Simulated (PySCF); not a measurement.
# GeF2 (GeF₂): electronic structure in real space

For GeF2 (GeF₂), the scripts below localise its valence orbitals and compute its lowest excited states.

Method: levels as typed in each script, gas phase, geometry from GFN2-xTB; program: PySCF 2.14.0.

## Step 1: Where the work starts

3 atoms, charge 0, spin multiplicity 1.

Bond lengths: Ge1–F2 1.800 Å, Ge1–F3 1.798 Å. Angles: F2–Ge1–F3 94.7°.

As a file:

```xyz
3

Ge    0.0008   -0.4387    0.0000
F    -1.3247    0.7786    0.0000
F     1.3219    0.7812    0.0000
```

## Step 2: Localised orbitals (BLYP/cc-pvtz)

input.py reads:

```python
import numpy as np
from pyscf import gto, scf, dft, lo
from pyscf.data.elements import chemcore

def solve(mol, dm0=None, hcore=None):
    mf = (dft.UKS if mol.spin else dft.RKS)(mol, xc='blyp')
    mf.grids.level = 3
    mf = mf.density_fit(auxbasis='def2-universal-jkfit')
    mf.conv_tol, mf.max_cycle = 1e-8, 80
    if hcore is not None:
        mf.get_hcore = lambda *args: hcore
    mf.kernel(dm0)
    if not mf.converged:
        mf = mf.newton().run(mf.mo_coeff, mf.mo_occ, max_cycle=30)
    assert mf.converged, 'SCF not converged'
    return mf

mol = gto.M(atom='''
Ge     0.00079    -0.43869     0.00000
F     -1.32470     0.77859     0.00000
F      1.32188     0.78119     0.00000
''', basis='cc-pvtz', charge=0, spin=0, verbose=4)
mf = solve(mol)
occ_all = mf.mo_coeff[:, mf.mo_occ > 0]
occ = occ_all[:, chemcore(mol):]
loc = lo.ibo.ibo(mol, occ, iaos=lo.iao.iao(mol, occ_all))
fock, s = mf.get_fock(), mf.get_ovlp()
ortho = lo.orth_ao(mol, 'meta_lowdin')
ortho = lo.vec_lowdin(lo.iao.iao(mol, occ_all), s)
labels = lo.iao.reference_mol(mol).ao_labels(fmt=None)
vir = lo.vvo.livvo(mol, occ_all, mf.mo_coeff[:, mf.mo_occ == 0])
both = np.hstack([loc, vir])
p = (ortho.T @ s @ both) ** 2
pop = np.array([p[[l[0] == a for l in labels]].sum(0) for a in range(mol.natm)])
spd = np.array([[p[[l[0] == a and l[2][-1] == k for l in labels]].sum(0) for k in 'spd'] for a in range(mol.natm)])
eps = np.einsum('pi,pq,qi->i', both, fock, both)
for i in np.argsort(eps):
    top = np.argsort(-pop[:, i])[:3]
    print('%3d %s %9.4f Eh ' % (i + 1, 'occ' if i < loc.shape[1] else 'vir', eps[i]), '  '.join('%s%d %.3f' % (mol.atom_symbol(a), a + 1, pop[a, i]) for a in top))
np.savez('result.npz', c=both, nocc=loc.shape[1], pop=pop, spd=spd, eps=eps, e=mf.e_tot)
```

Launch:

```sh
$ OMP_NUM_THREADS=1 python input.py
```

## Step 4: Excited states (B3LYP/def2-svpd)

input.py reads:

```python
import numpy as np
from pyscf import gto, scf, dft, tdscf
from pyscf.scf import atom_ks, atom_hf
from scipy.linalg import block_diag

def solve(mol, dm0=None, hcore=None):
    mf = (dft.UKS if mol.spin else dft.RKS)(mol, xc='b3lyp')
    mf.grids.level = 3
    mf = mf.density_fit(auxbasis='def2-universal-jkfit')
    mf.conv_tol, mf.max_cycle = 1e-8, 80
    if hcore is not None:
        mf.get_hcore = lambda *args: hcore
    mf.kernel(dm0)
    if not mf.converged:
        mf = mf.newton().run(mf.mo_coeff, mf.mo_occ, max_cycle=30)
    assert mf.converged, 'SCF not converged'
    return mf

mol = gto.M(atom='''
Ge     0.00079    -0.43869     0.00000
F     -1.32470     0.77859     0.00000
F      1.32188     0.78119     0.00000
''', basis='def2-svpd', charge=0, spin=0, verbose=4)
mf = solve(mol)
td = mf.TDA()
td.nstates, td.singlet, td.conv_tol = 5, True, 1e-5
td.kernel()
td.analyze()
x, y = np.array([p[0] for p in td.xy]), np.array([p[1] + 0 * p[0] for p in td.xy])
f, mu = td.oscillator_strength(), td.transition_dipole()
nto = [td.get_nto(state=i + 1, verbose=4) for i in range(len(td.e))]
# spherically averaged free atoms, for the promolecule
atm = atom_ks.get_atm_nrks(mol, xc='b3lyp')
pro = block_diag(*[(atm[a[0]][2] * atm[a[0]][3]) @ atm[a[0]][2].T for a in mol._atom])
np.savez('result.npz', e=td.e, f=f, ok=td.converged, w=[n[0] for n in nto], nto=[n[1] for n in nto], x=x, y=y, c=mf.mo_coeff, occ=mf.mo_occ, eps=mf.mo_energy, pro=pro, mu=mu)
```

(Steps that only read results are left out.)

Q: Predict the outcome of this session. Wanted: lowest singlet excitation.

**Answer**, as computed:

| quantity | value |
| --- | --- |
| localised occupied orbitals above −45 eV (BLYP/cc-pvtz) | 14 |
| lowest singlet excitation (B3LYP/def2-svpd) | 5.53 eV |

What this shows: The geometry was not optimised at these levels.
